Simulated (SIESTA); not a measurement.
Crystal: Ge.

```
Ge
1.0
    -3.48417    3.48417    3.48417
     3.48417   -3.48417    3.48417
     3.48417    3.48417   -3.48417
Ge
8
Direct
  0.29890 0.29890 0.29890
  0.00000 0.20110 0.50000
  0.20110 0.50000 0.00000
  0.50000 0.00000 0.20110
  0.70110 0.70110 0.70110
  0.00000 0.79890 0.50000
  0.79890 0.50000 0.00000
  0.50000 0.00000 0.79890
```

This isn't the form of Ge at room conditions, which is diamond.

```yaml
Program: SIESTA 5.4.2
Task: single point
Functional: PBEsol
Potentials_or_basis: PseudoDojo 0.4 standard (PBEsol files)
Basis: DZP (energy shift 0.003 Ry; two zetas on semicore shells)
Grid_cutoff: 800 Ry
Energy_shift: 0.003 Ry
k_mesh: 6 × 6 × 6
Occupations: fermi-dirac, width 0.05 eV
Spin: no spin polarisation
```

On this cell: pressure 0.8 GPa; largest force 0.266 eV/Å; band gap on the k mesh none (metal or under the smearing width).

The same run follows on a disturbed copy (atoms moved at random, drawn with an rms of 0.05 Å):

```
CELL_PARAMETERS angstrom
-3.48417 3.48417 3.48417
3.48417 -3.48417 3.48417
3.48417 3.48417 -3.48417
ATOMIC_POSITIONS crystal
Ge 0.30018 0.29682 0.30792
Ge 0.99716 0.21272 0.50568
Ge 0.20251 0.50161 0.99871
Ge 0.50208 0.00428 0.20491
Ge 0.70405 0.70943 0.71378
Ge 0.00137 0.80115 0.49621
Ge 0.81077 0.50266 0.00669
Ge 0.50167 0.00436 0.80662
```

**Question.** What changes?

**Answer.** The energy (extrapolated to zero smearing) moves by +7.6 meV/atom; pressure 1.0 GPa; largest force 0.804 eV/Å; band gap on the k mesh none (metal or under the smearing width).

Forces on the atoms (eV/Å):
```
Ge  -0.011 -0.397  0.195
Ge  -0.264  0.035  0.067
Ge  -0.106  0.772  0.196
Ge   0.176  0.167 -0.403
Ge  -0.235  0.104  0.291
Ge   0.393  0.208 -0.264
Ge   0.245 -0.537 -0.364
Ge  -0.196 -0.353  0.280
```

Stress tensor (GPa, compression positive):
```
 1.62  0.21 -0.77
 0.21  0.83  0.50
-0.77  0.50  0.46
```

Caveats: the basis of atomic orbitals isn't converged, which shifts pressures, moduli and gaps.
